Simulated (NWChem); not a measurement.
# C3H10Si (trimethylsilane): levels of theory compared

Aim: a comparison of 3 runs (B2PLYP/cc-pVDZ, CAM-B3LYP/cc-pVDZ, wB97X/cc-pVDZ) of C3H10Si (trimethylsilane). 

The results are computed with NWChem 7.3.0.

## 1. Starting point

C3H10Si has 14 atoms, charge 0, and is taken as a singlet. As SMILES, `C[SiH](C)C`. One bond was lengthened or shortened from a relaxed shape.

Bond lengths: C1–Si2 2.155 Å, Si2–C3 1.874 Å, Si2–C4 1.874 Å, C1–H5 1.093 Å, C1–H6 1.093 Å, C1–H7 1.094 Å, Si2–H8 1.494 Å, C3–H9 1.094 Å, C3–H10 1.093 Å, C3–H11 1.093 Å, C4–H12 1.093 Å, C4–H13 1.094 Å, C4–H14 1.093 Å. Some angles: C1–Si2–C3 110.3°, C1–Si2–C4 110.3°, C3–Si2–C4 110.3°, C1–Si2–H8 108.6°, C3–Si2–H8 108.6°, C4–Si2–H8 108.6°, Si2–C1–H5 111.2°, Si2–C1–H6 111.1°, Si2–C1–H7 110.9°, Si2–C3–H9 110.9°.

## 2. A single-point energy at B2PLYP/cc-pVDZ (run 1)

c3h10si.nw

```
start c3h10si
title "C3H10Si"
memory total 2200 mb

geometry units angstroms noautosym nocenter noautoz
  C    -1.049487    1.247157   -1.246466
  Si   -0.338800   -0.014600    0.348900
  C     1.239400    0.684100    1.077800
  C    -0.051300   -1.756700   -0.277600
  H    -1.980787    0.861757   -1.668966
  H    -1.238587    2.263257   -0.891166
  H    -0.314287    1.305857   -2.053966
  H    -1.379500   -0.059300    1.420400
  H     2.029000    0.733500    0.322800
  H     1.601800    0.063500    1.901200
  H     1.081800    1.694100    1.464300
  H    -0.968800   -2.184000   -0.689800
  H     0.706900   -1.767300   -1.065700
  H     0.291900   -2.413100    0.526000
end

basis spherical bse
  * library cc-pVDZ
end

dft
  xc hfexch 0.53 becke88 0.47 lyp 0.73 mp2 0.27
  dftmp2 semidirect
  grid fine
  convergence energy 1e-08
  iterations 100
  mulliken
  print medium
end

mp2
  freeze core 8
end

task dft energy
```

Command:

```
$ nwchem c3h10si.nw > c3h10si.out
```

Output:

```text
[...]
          Wavefunction type:  closed shell.
          No. of atoms     :    14
          No. of electrons :    42
[...]
          Charge           :     0
          Spin multiplicity:     1
[...]
          AO basis - number of functions:   110
[...]
              XC Information
              --------------
                     Hartree-Fock (Exact) Exchange  0.530
                    Becke 1988 Exchange Functional  0.470
              Lee-Yang-Parr Correlation Functional  0.730
[...]
 d= 0,ls=0.0,diis     1   -409.3347993121 -5.79D+02  3.79D-03  2.39D-01     3.7
[...]
 d= 0,ls=0.0,diis     8   -409.3725009116 -1.46D-09  4.48D-07  4.25D-09    23.5
         Total DFT energy =     -409.372500911598
      One electron energy =     -897.818460538025
           Coulomb energy =      359.319548872583
    Exchange-Corr. energy =      -40.467420404824
 Nuclear repulsion energy =      169.593831158667
[...]
      Total Density - Mulliken Population Analysis
     ---------------------------------------------
    Atom       Charge   Shell Charges
 -----------   ------   -------------------------------------------------------
    1 C    6     6.29   2.01  0.64  0.53  2.02  1.06  0.03
    2 Si  14    13.52   2.00  2.02  0.76  0.29  6.01  1.43  0.68  0.33
    3 C    6     6.22   2.01  0.65  0.46  2.09  0.99  0.03
    4 C    6     6.22   2.01  0.65  0.46  2.09  0.99  0.03
    5 H    1     0.96   0.74  0.19  0.03
    6 H    1     0.96   0.74  0.19  0.03
    7 H    1     0.97   0.74  0.19  0.03
    8 H    1     1.11   0.73  0.37  0.01
    9 H    1     0.96   0.74  0.19  0.03
   10 H    1     0.96   0.74  0.19  0.03
[...]
  Basis functions       =    110
[...]
```

Wall time 29 s (1 thread of AMD EPYC 9R45 (Zen 5), shared host); peak memory 0.37 GiB.

## 3. A single-point energy at CAM-B3LYP/cc-pVDZ (run 2)

c3h10si.xyz

```xyz
14
C3H10Si CAM-B3LYP
C     -1.049487     1.247157    -1.246466
Si    -0.338800    -0.014600     0.348900
C      1.239400     0.684100     1.077800
C     -0.051300    -1.756700    -0.277600
H     -1.980787     0.861757    -1.668966
H     -1.238587     2.263257    -0.891166
H     -0.314287     1.305857    -2.053966
H     -1.379500    -0.059300     1.420400
H      2.029000     0.733500     0.322800
H      1.601800     0.063500     1.901200
H      1.081800     1.694100     1.464300
H     -0.968800    -2.184000    -0.689800
H      0.706900    -1.767300    -1.065700
H      0.291900    -2.413100     0.526000
```

run.py

```python
from ase.io import read
from ase.calculators.nwchem import NWChem

system = read('c3h10si.xyz')

calc = NWChem(
    label='c3h10si',
    theory='dft',
    memory='2200 mb',
    basis='cc-pVDZ',
    basispar='spherical bse',
    dft={'xc': 'xcamb88 1.00 lyp 0.81 vwn_5 0.19 hfexch 1.00', 'cam': '0.33 cam_alpha 0.19 cam_beta 0.46', 'mult': '1', 'grid': 'fine', 'convergence': 'energy 1e-08', 'direct': None, 'iterations': '100', 'mulliken': None},
    task='energy',
)
system.calc = calc

e = system.get_potential_energy()
print(f"E = {e:.6f} eV")
print("dipole (e A):", system.get_dipole_moment().round(4))
```

Command:

```
$ export ASE_NWCHEM_COMMAND="nwchem PREFIX.nwi > PREFIX.nwo"
$ python run.py
```

Output:

```text
E = -11150.049562 eV
dipole (e A): [ 0.1368 -0.069  -0.006 ]
```

The calculator wrote c3h10si.nwi:

```
title "c3h10si"

permanent_dir c3h10si

scratch_dir c3h10si

start c3h10si

geometry units angstrom nocenter noautosym noautoz
  C  -1.0494870000000001e+00 1.2471570000000001e+00 -1.2464660000000001e+00
  Si -3.3879999999999999e-01 -1.4600000000000000e-02 3.4889999999999999e-01
  C  1.2394000000000001e+00 6.8410000000000004e-01 1.0778000000000001e+00
  C  -5.1299999999999998e-02 -1.7566999999999999e+00 -2.7760000000000001e-01
  H  -1.9807870000000001e+00 8.6175700000000000e-01 -1.6689659999999999e+00
  H  -1.2385870000000001e+00 2.2632569999999999e+00 -8.9116600000000001e-01
  H  -3.1428699999999998e-01 1.3058570000000000e+00 -2.0539660000000000e+00
  H  -1.3794999999999999e+00 -5.9299999999999999e-02 1.4204000000000001e+00
  H  2.0289999999999999e+00 7.3350000000000004e-01 3.2279999999999998e-01
  H  1.6017999999999999e+00 6.3500000000000001e-02 1.9012000000000000e+00
  H  1.0818000000000001e+00 1.6940999999999999e+00 1.4642999999999999e+00
  H  -9.6879999999999999e-01 -2.1840000000000002e+00 -6.8979999999999997e-01
  H  7.0689999999999997e-01 -1.7673000000000001e+00 -1.0657000000000001e+00
  H  2.9189999999999999e-01 -2.4131000000000000e+00 5.2600000000000002e-01
end

memory 2200 mb

basis spherical bse noprint
   * library cc-pVDZ
end

dft
  xc xcamb88 1.00 lyp 0.81 vwn_5 0.19 hfexch 1.00
  cam 0.33 cam_alpha 0.19 cam_beta 0.46
  mult 1
  grid fine
  convergence energy 1e-08
  direct
  iterations 100
  mulliken
end

task dft energy
```

c3h10si.nwo:

```text
Northwest Computational Chemistry Package (NWChem) 7.3.0
             --------------------------------------------------------

           Job information
           ---------------

    nwchem branch   = 7.3.0
    use scalapack   = T
    input           = c3h10si.nwi
    prefix          = c3h10si.
    data base       = c3h10si/c3h10si.db
    status          = startup
    nproc           =        1

           Memory information
           ------------------

[... 5 lines left out ...]
    hardfail = no
[... 130 lines left out ...]
          Convergence on energy requested:  1.00D-08
[... 31 lines left out ...]
          Convergence Information
[... 30 lines left out ...]
 1-e energy   =    -893.024844
[... 57 lines left out ...]
      One electron energy =     -897.935491945660
[... 8 lines left out ...]
                       DFT Final Molecular Orbital Analysis
[... 805 lines left out ...]
     Multipole analysis of the density
     ---------------------------------

     L   x y z        total         alpha         beta         nuclear
     -   - - -        -----         -----         ----         -------
     0   0 0 0     -0.000000    -21.000000    -21.000000     42.000000

     1   1 0 0      0.258429      3.986224      3.986224     -7.714018
[... 8 lines of this table left out ...]
     2   0 0 2    -26.826388    -77.738202    -77.738202    128.650015

 Task  times  cpu:       59.6s     wall:       59.6s
 Total times  cpu:       59.7s     wall:       59.7s
```

Run time: 61 s. Hardware: 1 thread of AMD EPYC 9R45 (Zen 5), shared host; peak memory 0.12 GiB.

## 4. A single-point energy at wB97X/cc-pVDZ (run 3)

run.py

```python
from ase import Atoms
from ase.calculators.nwchem import NWChem

atoms = Atoms(['C', 'Si', 'C', 'C', 'H', 'H', 'H', 'H', 'H', 'H', 'H', 'H', 'H', 'H'], positions=[
    [-1.049487, 1.247157, -1.246466],
    [-0.338800, -0.014600, 0.348900],
    [1.239400, 0.684100, 1.077800],
    [-0.051300, -1.756700, -0.277600],
    [-1.980787, 0.861757, -1.668966],
    [-1.238587, 2.263257, -0.891166],
    [-0.314287, 1.305857, -2.053966],
    [-1.379500, -0.059300, 1.420400],
    [2.029000, 0.733500, 0.322800],
    [1.601800, 0.063500, 1.901200],
    [1.081800, 1.694100, 1.464300],
    [-0.968800, -2.184000, -0.689800],
    [0.706900, -1.767300, -1.065700],
    [0.291900, -2.413100, 0.526000],
])

calc = NWChem(
    label='nw',
    theory='dft',
    memory='2200 mb',
    basis='cc-pVDZ',
    basispar='spherical bse',
    dft={'xc': 'wb97x', 'mult': '1', 'grid': 'fine', 'convergence': 'energy 1e-08', 'iterations': '100', 'mulliken': None},
    task='energy',
)
atoms.calc = calc

print("Total energy (eV):", round(atoms.get_potential_energy(), 6))
print("dipole (e A):", atoms.get_dipole_moment().round(4))
```

Command:

```
$ export ASE_NWCHEM_COMMAND="nwchem PREFIX.nwi > PREFIX.nwo"
$ python run.py
```

Output:

```text
Total energy (eV): -11151.251956
dipole (e A): [ 0.1393 -0.0709 -0.0051]
```

The calculator wrote nw.nwi:

```
title "nw"

permanent_dir nw

scratch_dir nw

start nw

geometry units angstrom nocenter noautosym noautoz
  C  -1.0494870000000001e+00 1.2471570000000001e+00 -1.2464660000000001e+00
  Si -3.3879999999999999e-01 -1.4600000000000000e-02 3.4889999999999999e-01
  C  1.2394000000000001e+00 6.8410000000000004e-01 1.0778000000000001e+00
  C  -5.1299999999999998e-02 -1.7566999999999999e+00 -2.7760000000000001e-01
  H  -1.9807870000000001e+00 8.6175700000000000e-01 -1.6689659999999999e+00
  H  -1.2385870000000001e+00 2.2632569999999999e+00 -8.9116600000000001e-01
  H  -3.1428699999999998e-01 1.3058570000000000e+00 -2.0539660000000000e+00
  H  -1.3794999999999999e+00 -5.9299999999999999e-02 1.4204000000000001e+00
  H  2.0289999999999999e+00 7.3350000000000004e-01 3.2279999999999998e-01
  H  1.6017999999999999e+00 6.3500000000000001e-02 1.9012000000000000e+00
  H  1.0818000000000001e+00 1.6940999999999999e+00 1.4642999999999999e+00
  H  -9.6879999999999999e-01 -2.1840000000000002e+00 -6.8979999999999997e-01
  H  7.0689999999999997e-01 -1.7673000000000001e+00 -1.0657000000000001e+00
  H  2.9189999999999999e-01 -2.4131000000000000e+00 5.2600000000000002e-01
end

memory 2200 mb

basis spherical bse noprint
   * library cc-pVDZ
end

dft
  xc wb97x
  mult 1
  grid fine
  convergence energy 1e-08
  iterations 100
  mulliken
end

task dft energy
```

nw.nwo:

```text
Northwest Computational Chemistry Package (NWChem) 7.3.0
             --------------------------------------------------------

           Job information
           ---------------

    nwchem branch   = 7.3.0
    use scalapack   = T
    input           = nw.nwi
    prefix          = nw.
    data base       = nw/nw.db
    status          = startup
    nproc           =        1

           Memory information
           ------------------

[... 5 lines left out ...]
    hardfail = no
[... 130 lines left out ...]
          Convergence on energy requested:  1.00D-08
[... 31 lines left out ...]
          Convergence Information
[... 30 lines left out ...]
 1-e energy   =    -893.024844
[... 57 lines left out ...]
      One electron energy =     -897.946208107361
[... 8 lines left out ...]
                       DFT Final Molecular Orbital Analysis
[... 804 lines left out ...]
     Multipole analysis of the density
     ---------------------------------

     L   x y z        total         alpha         beta         nuclear
     -   - - -        -----         -----         ----         -------
     0   0 0 0     -0.000000    -21.000000    -21.000000     42.000000

     1   1 0 0      0.263276      3.988647      3.988647     -7.714018
[... 8 lines of this table left out ...]
     2   0 0 2    -26.666467    -77.658241    -77.658241    128.650015

 Task  times  cpu:       62.2s     wall:       62.2s
 Total times  cpu:       62.2s     wall:       62.2s
```

Wall time 63 s (1 thread of AMD EPYC 9R45 (Zen 5), shared host); peak memory 0.12 GiB.

## 5. Overview of the runs

| run | level | frozen core orbitals | energy (Eh) | dipole moment (D) | HOMO energy (eV) | LUMO energy (eV) | wall time |
| --- | --- | --- | --- | --- | --- | --- | --- |
| 1 | B2PLYP/cc-pVDZ | 8 | -409.553049 | 0.73 | -8.88 | 2.70 | 29 s |
| 2 | CAM-B3LYP/cc-pVDZ | – | -409.756767 | 0.74 | -9.15 | 2.59 | 61 s |
| 3 | wB97X/cc-pVDZ | – | -409.800954 | 0.75 | -10.18 | 3.77 | 63 s |

## 6. Summary of results

| quantity | value |
| --- | --- |
| run 3: total energy | -409.80095 Eh |
| run 3: dipole moment | 0.75 D |
| run 3: HOMO energy | -10.18 eV |
| run 3: LUMO energy | 3.77 eV |
| run 3: HOMO–LUMO gap | 13.95 eV |

**Reading.** The dipole moment (its size) runs from 0.73 D (B2PLYP/cc-pVDZ) to 0.75 D (wB97X/cc-pVDZ). A double hybrid's value is that of its SCF part. The HOMO–LUMO gap runs from 11.57 eV (B2PLYP/cc-pVDZ) to 13.95 eV (wB97X/cc-pVDZ). Totals of different functionals can't be ranked against each other. All runs together took 2.6 min, the longest 63 s.
